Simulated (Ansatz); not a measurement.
# H4NOSb: one species, many methods

One table from this session's results is given with a row withheld; the runs are named, their logs left out.

Program: Ansatz 0.2.0, Gaussian basis. Level of theory: functionals in def2-TZVPP, the program's frozen cores in correlated methods. These are calculated values, not measurements.

The runs, in order: LDA (SPW92), PBE-D4, revPBE-D4, BLYP-D4, r2SCAN-D4, B97M-V, PBE0-D4, B3LYP-D4, r2SCANh-D4, r2SCAN0-D4, HSE06-D4, BHLYP-D4, CAM-B3LYP-D4, LC-ωPBE, ωB97X-V, ωB97M-V, B2PLYP, PBE-QIDH; CCSD(T)/def2-SVP; CCSD(T)/def2-TZVPP; MP2/def2-QZVPP; extrapolation to the limit; RPA on PBE.

1 further run of the same task is left out (for a known fault of the program).

## The relaxed structure

The geometry comes from an earlier relaxation with PBE0-D4 in a triple-zeta def2 set; it is a stationary point, not always the lowest conformer. Sb takes the def2 core potential; no spin-orbit term is included.

SMILES `[NH2][SbH][OH]`, 7 atoms, charge 0, spin multiplicity 1.

Atoms are counted from 1 here; the program's logs count them from 0.

Bond lengths: N1–Sb2 2.009 Å, N1–H4 1.008 Å, N1–H5 1.008 Å, Sb2–O3 1.970 Å, Sb2–H6 1.715 Å, O3–H7 0.961 Å. Angles: Sb2–N1–H4 116.3°, Sb2–N1–H5 119.1°, H4–N1–H5 111.0°, N1–Sb2–O3 97.6°, N1–Sb2–H6 96.2°, O3–Sb2–H6 88.6°, Sb2–O3–H7 111.0°.

Set-up of the first run:

in.yaml reads:

```yaml
crystal:
  periodic: [false, false, false]
  atoms:
    - {symbol: N, position_ang: [-0.985400, 0.061697, -0.752009]}
    - {symbol: Sb, position_ang: [-0.080550, 0.009663, 1.040859]}
    - {symbol: O, position_ang: [1.650704, -0.710244, 0.437431]}
    - {symbol: H, position_ang: [-1.967227, -0.168031, -0.764682]}
    - {symbol: H, position_ang: [-0.784785, 0.824474, -1.380441]}
    - {symbol: H, position_ang: [0.591496, 1.584966, 0.954401]}
    - {symbol: H, position_ang: [1.637063, -1.670525, 0.418838]}
basis:
  gaussian: {orbitals: def2-TZVPP}
hamiltonian: {xc: lda}
output: {orbitals: {seedname: orbitals}}
```

The run is started by

```
> ansatz run in.yaml --threads 2 --pin off --events-out ev --progress --plain --max-ram 4352MiB
```

Steps of the session up to this table: LDA; PBE-D4 (GGA); revPBE-D4 (GGA); BLYP-D4 (GGA); r2SCAN-D4 (meta-GGA); B97M-V (meta-GGA); PBE0-D4 (hybrid); B3LYP-D4 (hybrid); r2SCANh-D4 (hybrid); r2SCAN0-D4 (hybrid); HSE06-D4 (hybrid); BHLYP-D4 (hybrid); CAM-B3LYP-D4 (range-separated); LC-ωPBE (range-separated); ωB97X-V (range-separated); ωB97M-V (range-separated); B2PLYP (double hybrid); PBE-QIDH (double hybrid).

One of the session's tables, all rows but one given; the rest of the session is left out.

It belongs to the step «Orbital energies across the functionals». 

```
  functional  HOMO (eV)  gap (eV)
 LDA (SPW92)      -6.10      4.54
      PBE-D4          ?         ?
   revPBE-D4      -5.84      4.58
     BLYP-D4      -5.78      4.49
   r2SCAN-D4      -6.19      5.09
      B97M-V      -6.20      4.99
     PBE0-D4      -7.14      6.54
    B3LYP-D4      -6.95      6.10
  r2SCANh-D4      -6.66      5.82
  r2SCAN0-D4      -7.33      6.89
    HSE06-D4      -6.75      5.78
    BHLYP-D4      -8.23      8.35
CAM-B3LYP-D4      -8.47      8.76
     LC-ωPBE      -9.72     11.15
     ωB97X-V      -9.41     10.71
     ωB97M-V      -9.32     10.38
```

Estimate the missing values for PBE-D4.

**Answer.** HOMO (eV): -5.91; gap (eV): 4.56. In the column «HOMO (eV)» it lies between LDA (SPW92) (-6.10) and revPBE-D4 (-5.84).
